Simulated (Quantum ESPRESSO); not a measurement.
Here is a Quantum ESPRESSO 7.5 calculation.

pw.in

```
&CONTROL
  calculation = 'scf'
  prefix = 'pwscf'
  outdir = './tmp'
  pseudo_dir = './pseudo'
  tprnfor = .true.
  tstress = .true.
  disk_io = 'nowf'
  forc_conv_thr = 0.0001
/
&SYSTEM
  ibrav = 0
  nat = 1
  ntyp = 1
  ecutwfc = 56
  ecutrho = 450
  nbnd = 14
  occupations = 'smearing'
  smearing = 'mp'
  degauss = 0.01469973
/
&ELECTRONS
  conv_thr = 2d-10
  electron_maxstep = 120
  mixing_beta = 0.5
/
ATOMIC_SPECIES
Pt   195.0840 pt_pbe_v1.4.uspp.F.UPF
CELL_PARAMETERS angstrom
   0.0099166718    1.9833343500    1.9833343500
   1.9833343500    0.0099166718    1.9833343500
   1.9932510218    1.9932510218    0.0000000000
ATOMIC_POSITIONS crystal
Pt     0.0000000000    0.0000000000    0.0000000000
K_POINTS automatic
32 32 32 0 0 0
```

Potentials or basis: GBRV 1.5 PBE.

The run is started by

```bash
$ OMP_NUM_THREADS=1 mpirun -n 4 pw.x -nk 4 -in pw.in > pw.out
```

**Question.** Estimate the band gap on the k mesh.

**Answer.** None (metal or under the smearing width).

**Question.** Predict the pressure.

**Answer.** -0.2 GPa.

Stress tensor (GPa, compression positive):
```
-0.17 -0.66  0.00
-0.66 -0.17  0.00
 0.00  0.00 -0.26
```

The run has no spin-orbit coupling, so splittings on Pt are missing.
